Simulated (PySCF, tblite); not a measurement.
# AlH₁₁O₃Si₄, a small molecule taken as a stand-in for a surface group (silicon-backed Si): NMR shifts, core binding energies and electronic excitations, part 2 of 2

tblite 0.8.0 and PySCF 2.14.0. Atoms count from 0, parts from 1.

## 5. Core-electron binding energies: SCAN, X2C

Job settings and geometry (Å):

```
{"job": {"kind": "xps", "holes": 5}, "charge": 0, "multiplicity": 1}
Si     0.688065    -1.685866    -1.258173
Si     0.121964     0.421448    -0.366833
Si    -1.369159     1.466552    -1.849467
Si     2.081205     1.710132    -0.236512
O     -0.574024     0.309300     1.148556
Al    -0.972911    -0.900424     2.271204
O     -1.636582    -0.560303     3.787266
O     -0.655917    -2.486623     1.777214
H     -0.519045    -2.546808    -1.442761
H      1.694232    -2.391077    -0.407356
H      1.301673    -1.437729    -2.603936
H     -0.726156     1.586646    -3.196185
H     -2.627197     0.666440    -1.990494
H     -1.734181     2.836285    -1.368671
H      1.785476     3.093650     0.252491
H      3.062877     1.078990     0.702914
H      2.712629     1.804301    -1.590842
H     -1.836418     0.316844     4.117063
H     -0.817440    -3.283946     2.282534
```

Level: delta-SCF UKS SCAN, pcX-2 on the ionised atom, pcseg-1 elsewhere, spin-free X2C.

The program printed:

```text
ground state, core basis on atom 0 (Si), 229 functions
  cycle   1  E = -1635.23722478  |g| = 1.27e+00
  cycle   2  E = -1634.21295221  |g| = 2.55e+00
  cycle   3  E = -1635.53142910  |g| = 2.56e-01
  cycle   4  E = -1635.53900947  |g| = 1.92e-01
  cycle   5  E = -1635.54628862  |g| = 1.80e-02
  cycle   6  E = -1635.54638521  |g| = 6.35e-03
  cycle   7  E = -1635.54639719  |g| = 1.13e-03
  cycle   8  E = -1635.54639728  |g| = 2.67e-04
  E(ground) = -1635.67442506 Eh
hole in Si 2p of atom 0
  cycle   1  E = -1631.28945503  |g| = 1.23e+00
  cycle   2  E = -1630.96801024  |g| = 1.20e+00
  cycle   3  E = -1631.54265949  |g| = 3.60e-01
  cycle   4  E = -1631.61289255  |g| = 2.12e-01
  cycle   5  E = -1631.62681578  |g| = 9.06e-02
  cycle   6  E = -1631.63122952  |g| = 1.50e-02
  cycle   7  E = -1631.63134702  |g| = 7.63e-03
  cycle   8  E = -1631.63136415  |g| = 3.47e-03
  cycle   9  E = -1631.63136982  |g| = 4.86e-04
  E(ion) = -1631.77034928 Eh   <S^2> = 0.7528   hole on atom = 1.002   binding energy = 106.235 eV
  2p3/2 = 106.031 eV   2p1/2 = 106.654 eV
ground state, core basis on atom 1 (Si), 229 functions
  cycle   1  E = -1635.55233565  |g| = 2.87e-01
  cycle   2  E = -1635.55240929  |g| = 3.73e-02
  cycle   3  E = -1635.55234801  |g| = 3.23e-02
  cycle   4  E = -1635.55260703  |g| = 9.53e-03
  cycle   5  E = -1635.55262926  |g| = 3.05e-03
  cycle   6  E = -1635.55263288  |g| = 3.01e-04
  E(ground) = -1635.68084597 Eh
hole in Si 2p of atom 1
  cycle   1  E = -1631.27225406  |g| = 1.25e+00
  cycle   2  E = -1629.91355210  |g| = 1.73e+00
  cycle   3  E = -1631.36312698  |g| = 7.16e-01
  cycle   4  E = -1631.61372060  |g| = 1.54e-01
  cycle   5  E = -1631.61534771  |g| = 1.46e-01
  cycle   6  E = -1631.62429364  |g| = 4.32e-02
  cycle   7  E = -1631.62495652  |g| = 1.62e-02
  cycle   8  E = -1631.62507548  |g| = 3.66e-03
  cycle   9  E = -1631.62508236  |g| = 2.52e-03
  cycle  10  E = -1631.62508539  |g| = 6.95e-04
  cycle  11  E = -1631.62508507  |g| = 2.20e-04
  E(ion) = -1631.76439289 Eh   <S^2> = 0.7515   hole on atom = 1.002   binding energy = 106.572 eV
  2p3/2 = 106.332 eV   2p1/2 = 106.956 eV
ground state, core basis on atom 2 (Si), 229 functions
  cycle   1  E = -1635.54589742  |g| = 2.87e-01
  cycle   2  E = -1635.54592895  |g| = 3.66e-02
  cycle   3  E = -1635.54575450  |g| = 4.07e-02
  cycle   4  E = -1635.54608478  |g| = 1.39e-02
  cycle   5  E = -1635.54612071  |g| = 3.22e-03
  cycle   6  E = -1635.54612523  |g| = 3.23e-04
  E(ground) = -1635.67427568 Eh
hole in Si 2p of atom 2
  cycle   1  E = -1631.28507718  |g| = 1.23e+00
  cycle   2  E = -1630.94776182  |g| = 1.20e+00
  cycle   3  E = -1631.54482272  |g| = 3.29e-01
  cycle   4  E = -1631.61274714  |g| = 1.75e-01
  cycle   5  E = -1631.62141970  |g| = 9.86e-02
  cycle   6  E = -1631.62610500  |g| = 1.57e-02
  cycle   7  E = -1631.62623282  |g| = 7.21e-03
  cycle   8  E = -1631.62624592  |g| = 3.31e-03
  cycle   9  E = -1631.62625231  |g| = 4.29e-04
  E(ion) = -1631.76565226 Eh   <S^2> = 0.7528   hole on atom = 1.002   binding energy = 106.359 eV
  2p3/2 = 106.159 eV   2p1/2 = 106.783 eV
ground state, core basis on atom 3 (Si), 229 functions
  cycle   1  E = -1635.54612738  |g| = 2.87e-01
  cycle   2  E = -1635.54622048  |g| = 3.25e-02
  cycle   3  E = -1635.54623265  |g| = 2.22e-02
  cycle   4  E = -1635.54633996  |g| = 6.72e-03
  cycle   5  E = -1635.54634951  |g| = 2.00e-03
  cycle   6  E = -1635.54635516  |g| = 2.66e-04
  E(ground) = -1635.67423806 Eh
hole in Si 2p of atom 3
  cycle   1  E = -1631.28600125  |g| = 1.23e+00
  cycle   2  E = -1630.95392892  |g| = 1.20e+00
  cycle   3  E = -1631.54675805  |g| = 3.27e-01
  cycle   4  E = -1631.61352216  |g| = 1.74e-01
  cycle   5  E = -1631.62207179  |g| = 9.76e-02
  cycle   6  E = -1631.62666476  |g| = 1.56e-02
  cycle   7  E = -1631.62679172  |g| = 7.11e-03
  cycle   8  E = -1631.62680978  |g| = 3.32e-03
  cycle   9  E = -1631.62681183  |g| = 5.19e-04
  cycle  10  E = -1631.62681452  |g| = 4.01e-04
  E(ion) = -1631.76554448 Eh   <S^2> = 0.7531   hole on atom = 1.002   binding energy = 106.361 eV
  2p3/2 = 106.160 eV   2p1/2 = 106.783 eV
ground state, core basis on atom 4 (O), 218 functions
  cycle   1  E = -1635.48820073  |g| = 1.13e-01
  cycle   2  E = -1635.48497709  |g| = 1.50e-01
  cycle   3  E = -1635.48856758  |g| = 5.48e-02
  cycle   4  E = -1635.48910275  |g| = 7.54e-03
  cycle   5  E = -1635.48911791  |g| = 2.08e-03
  cycle   6  E = -1635.48911883  |g| = 4.15e-04
  E(ground) = -1635.65683704 Eh
hole in O 1s of atom 4
  cycle   1  E = -1614.89567918  |g| = 2.23e+00
  cycle   2  E = -1614.24738677  |g| = 2.28e+00
  cycle   3  E = -1615.63917653  |g| = 4.94e-01
  cycle   4  E = -1615.67282745  |g| = 3.98e-01
  cycle   5  E = -1615.74283919  |g| = 1.00e-01
  cycle   6  E = -1615.74657036  |g| = 3.38e-02
  cycle   7  E = -1615.74722180  |g| = 1.22e-02
  cycle   8  E = -1615.74727631  |g| = 4.46e-03
  cycle   9  E = -1615.74728794  |g| = 1.27e-03
  cycle  10  E = -1615.74728716  |g| = 4.36e-04
  E(ion) = -1615.91572403 Eh   <S^2> = 0.7628   hole on atom = 1.000   binding energy = 537.183 eV
```

Wall time 75 s (1 thread of AMD EPYC 7R43, shared host); peak memory 1.1 GiB.

Binding energies by hole, beside the orbital energy of the ground state; the difference holds orbital relaxation and, for a density functional, its self-interaction error:

```csv
hole,stands for,environment,ΔSCF (eV; 2p as the shell's mean),−ε (eV),⟨S²⟩
Si2p on Si0,Si0,"silicon bonded to Si, 3 H",106.24,95.9,0.753
Si2p on Si1,Si1,"silicon bonded to O, 3 Si",106.54,96.5,0.752
Si2p on Si2,Si2,"silicon bonded to Si, 3 H",106.37,96.0,0.753
Si2p on Si3,Si3,"silicon bonded to Si, 3 H",106.37,96.0,0.753
O1s on O4,O4,"oxygen bonded to Al, Si",537.18,516.3,0.763
```

With the spin-orbit splitting: Si0 2p3/2 106.03, 2p1/2 106.65 eV; Si1 2p3/2 106.33, 2p1/2 106.96 eV; Si2 2p3/2 106.16, 2p1/2 106.78 eV; Si3 2p3/2 106.16, 2p1/2 106.78 eV. The table gives each 2p level as the mean over the whole 2p shell (two parts 2p3/2, one part 2p1/2), which differs a little from the single hole in the log.

## 6. Ultraviolet spectrum: CAM-B3LYP/def2-SVPD

Settings changed since step 5:

```diff
@@ -1,2 +1,2 @@
-{"job": {"kind": "xps", "holes": 5}, "charge": 0, "multiplicity": 1}
+{"job": {"kind": "uv", "xc": "CAM-B3LYP", "basis": "def2-SVPD", "nstates": 6, "ntriplets": 2, "ip": true}, "charge": 0, "multiplicity": 1}
 Si     0.688065    -1.685866    -1.258173
```

Level: TDDFT CAM-B3LYP/def2-SVPD, vertical, gas phase, core orbitals frozen in the response.

The program printed:

```text
coarse grid: 18200 points
cycle   1  E = -1631.7293932052  dE =  1.674e-01  |g| = 1.214e+00  |ddm| = 5.867e+00
cycle   2  E = -1631.4566137948  dE =  2.728e-01  |g| = 1.728e+00  |ddm| = 4.304e+00
cycle   3  E = -1632.0181765583  dE = -5.616e-01  |g| = 9.408e-02  |ddm| = 2.395e+00
cycle   4  E = -1632.0190506896  dE = -8.741e-04  |g| = 7.894e-02  |ddm| = 2.467e-01
cycle   5  E = -1632.0202317290  dE = -1.181e-03  |g| = 9.774e-03  |ddm| = 1.005e-01
cycle   6  E = -1632.0202551930  dE = -2.346e-05  |g| = 1.910e-03  |ddm| = 2.561e-02
cycle   7  E = -1632.0202567324  dE = -1.539e-06  |g| = 7.173e-04  |ddm| = 8.330e-03
final grid: 152312 points
cycle   8  E = -1632.2534632825  dE = -1.980e-05  |g| = 1.321e-03  |ddm| = 5.425e-02
cycle   9  E = -1632.2534634148  dE = -1.323e-07  |g| = 1.387e-03  |ddm| = 6.492e-03
cycle  10  E = -1632.2534637633  dE = -3.486e-07  |g| = 2.900e-04  |ddm| = 1.790e-03
cycle  11  E = -1632.2534637811  dE = -1.781e-08  |g| = 9.817e-05  |ddm| = 6.526e-04
cycle  12  E = -1632.2534637836  dE = -2.467e-09  |g| = 3.008e-05  |ddm| = 2.437e-04
cycle  13  E = -1632.2534637838  dE = -1.846e-10  |g| = 1.199e-05  |ddm| = 4.854e-05
converged SCF energy = -1632.2534637838

Static polarisability (au): isotropic 151.660, principal 143.607 152.413 158.959

Singlet excitations
state   eV       nm        f      main configurations
  1   5.4032    229.5   0.00248   H->L 0.70, H->L+1 0.24
  2   5.4150    229.0   0.00364   H-1->L 0.69, H-1->L+1 0.25
  3   6.2750    197.6   0.00001   H-1->L+2 0.42, H->L+3 0.42
  4   6.5357    189.7   0.00905   H->L+1 0.35, H->L+2 0.26, H-1->L+3 0.16
  5   6.5495    189.3   0.01552   H->L+1 0.31, H-1->L+3 0.24, H->L+2 0.21
  6   6.5690    188.7   0.01723   H-1->L+1 0.61, H-1->L 0.21

Triplet excitations (Tamm-Dancoff, eV): 4.9580 4.9661
Vertical ionisation energy (delta-SCF) = 9.1412 eV
Vertical electron affinity (delta-SCF) = -0.0655 eV
```

It took 3.8 min on 1 thread of AMD EPYC 7R43, shared host; peak memory 2 GiB.

The orbitals next to the gap, with their largest atomic shares:

```csv
orbital,eV,atoms
HOMO−3,-10.89,"O7 25 %, O6 17 %, Si0 15 %"
HOMO−2,-10.83,"Si0 35 %, H10 26 %, H9 8 %"
HOMO−1,-8.64,"Si1 26 %, Si2 23 %, Si3 15 %"
HOMO,-8.63,"Si1 27 %, Si0 25 %, O4 12 %"
LUMO,-0.44,"Al5 50 %, O4 8 %, O6 8 %"
LUMO+1,0.64,"Si1 18 %, Si2 13 %, Si3 13 %"
LUMO+2,0.90,"Si3 18 %, Si2 17 %, Si1 17 %"
```

With each of the 6 states as a Gaussian band of 0.4 eV half-width at 1/e, the curve within the window shown has maxima at 229 nm (ε 250), 189 nm (ε 1,700) L/(mol cm). Beyond the last state computed it falls off for lack of states. The curve at chosen wavelengths:

nm, ε (L/mol/cm) and a bar:
```
      180        913 ################
      183       1310 #######################
      186       1601 ############################
      189       1690 ##############################
      192       1560 ############################
      195       1277 #######################
      198        938 ################
      202        539 #########
      205        333 ######
      208        210 ###
      211        154 ##
      214        146 ##
      217        164 ##
      220        194 ###
      223        223 ####
      226        243 ####
      229        248 ####
      232        239 ####
      235        217 ###
      239        176 ###
      242        143 ##
      245        110 ##
      248         82 #
      251         59 #
      254         40 
      257         27
```

Further results of this job:

```csv
property,computed
dipole moment (D),1.68
polarisability (Å³),22.47
HOMO–LUMO gap (eV),8.20
−ε(HOMO) (eV),8.63
```

## 7. Outcome

The summary covers parts 1 to 2.

| quantity | value |
| --- | --- |
| rotational constants (main isotopes) | 0.94, 0.49, 0.47 GHz |
| ¹H shifts against TMS (PBE0/pcSseg-1) | 3.88, 3.88, 3.80, 3.80, 3.71, 3.70, 3.36, 3.35, 3.28, 1.40, 1.12 ppm |
| ²⁹Si shifts against TMS (PBE0/pcSseg-1) | -1.8, -102.4, -103.1, -103.2 ppm |
| ¹⁷O shifts against H2O (PBE0/pcSseg-1) | 8.9, 3.1, -3.8 ppm |
| ²⁷Al shifts against AlH4- (PBE0/pcSseg-1) | 13.7 ppm |
| surface potential, 1st and 99th percentile | -1.11 V and 2.94 V |
| Si2p binding energies, SCAN/pcX-2 | Si1 106.54, Si3 106.37, Si2 106.37, Si0 106.24 eV |
| O1s binding energies, SCAN/pcX-2 (standing for 1 of 3 atoms) | O4 537.18 eV |
| lowest singlet (CAM-B3LYP/def2-SVPD) | 5.40 eV (229 nm), f = 0.002 |
| brightest single state of those computed | state 6, 6.57 eV, f = 0.017 |
| lowest triplet | 4.96 eV |
| vertical ionisation energy (ΔSCF) | 9.14 eV |
| vertical electron affinity (ΔSCF) | -0.07 eV (unbound: the value hangs on the basis) |

The optimisation took 11 steps and gained 0.436 eV; among the close pairs (by a distance rule), Si0–H9 changed most, from 1.445 to 1.495 Å (PBE0/def2-SVP). At PBE0/pcSseg-1: The widest tensor belongs to Si1: span 222 ppm, with a paramagnetic part of -526 ppm. At PBE0/pcSseg-1, counted by nearest atom on the grid, the HOMO lies on Si1 27 %; Si0 19 %, the LUMO on O4 17 %; Al5 17 %. The Si2p levels kept as sound span 0.30 eV, from Si0 (silicon bonded to Si, 3 H) up to Si1 (silicon bonded to O, 3 Si). The lowest singlet, at 5.40 eV, is HOMO→LUMO 0.70, HOMO→LUMO+1 0.24 and is weak; of the 6 states computed, the strongest absorption comes from states 4 to 6 together at 6.57 eV (the last computed, so partners may be missing). The lowest triplet lies 0.45 eV below the lowest singlet (triplets in Tamm-Dancoff, singlets in full TDDFT). ΔSCF puts the ionisation energy at 9.14 eV, 0.51 eV above −ε(HOMO). A capped cluster stands for the solid here, so long-range fields and strain are missing, and bands or shifts of the capping hydrogens have no counterpart in it.
